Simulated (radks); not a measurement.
# The first electron to leave Cd

The task here is to estimate one member of a computed series from the others.

The numbers are computed with radks (a radial shooting solver on a logarithmic mesh, Libxc functionals) version 1 (scalar-relativistic Kohn-Sham, BLYP, spin-polarised, spherical densities, finite nucleus; open shells are filled with parallel spins first), except any that are marked as measured or tabulated.

2 further runs of the same task are left out: 2 set aside as unsound or not needed.

### Starting point

| Property | Result |
| --- | --- |
| element | cadmium (Z = 48) |
| charge | 0 |
| electrons | 48 |
| configuration | [Kr] 4d10 5s2 |
| nuclear rms radius | 4.6087 fm |

The outer shells:

Cd
```
[Kr] core
4d [↑↓][↑↓][↑↓][↑↓][↑↓]
5s [↑↓]
```

The first run:

The run's settings:

```text
Z 48
configuration [Kr] 4d10 5s2
relativity scalar-relativistic
functional b88,lyp
spin polarised
nucleus finite rms 4.6087 fm
c 137.035999084
```

Steps of the session up to this table: The parent, Cd.

One of the session's tables, all rows but one given; the rest of the session is left out.

It belongs to the step «The parent, Cd». From the orbitals of this run (lengths in bohr):

```
level     <r>  outermost maximum (interpolated)  90 % within  nodes
   2p  0.1148                            0.0890        0.187      0
   3s  0.3584                             0.324        0.528      2
   3p  0.3572                             0.317        0.537      1
   3d  0.3348                             0.266        0.529      0
   4s  0.8785                             0.795         1.28      3
   4p  0.9598                             0.845         1.42      2
   4d       ?                                 ?            ?      ?
   5s   2.903                              2.33         4.42      4
```

Q: Estimate the row for 4d from the others.

The run gave: <r>: 1.292; outermost maximum (interpolated): 0.980; 90 % within: 2.07; nodes: 1. In the column «<r>» it lies between 4p (0.9598) and 5s (2.903).
